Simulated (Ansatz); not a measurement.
TaWC2 in Ansatz: the effect of functional

TaWC2:

```
W Ta C
1.0
     1.56131    0.90142    5.06738
    -1.56131    0.90142    5.06738
     0.00000   -1.80284    5.06738
W Ta C
1 1 2
Direct
  0.00000 0.00000 0.00000
  0.50000 0.50000 0.50000
  0.25093 0.25093 0.25093
  0.74907 0.74907 0.74907
```

The cell comes from a database or a generator and needn't be the stable form of this composition.

The cell isn't the ideal one: volume scaled by 0.98.

Alike in all runs:

| Item | Value |
| --- | --- |
| Program | Ansatz 0.2.0 |
| Task | single point |
| Potentials or basis | Ansatz PAW |
| k mesh | 10 × 10 × 10 |
| Occupations | fermi-dirac, width 0.05 eV |
| Spin | no spin polarisation |

```csv
functional,cutoff,pressure (GPa)
LDA,420 eV (not typed: the program's choice for these potentials),-10.1
r2SCAN,500 eV (not typed: the program's choice for these potentials),?
PBE,420 eV (not typed: the program's choice for these potentials),4.5
```

Task: What does the run with functional r2SCAN give?

Result: Pressure 1.1 GPa.

Caveats: the PAW data sets come from PBE, with cores solved anew for the run's functional, which leaves a small shift of forces and pressure (some runs).
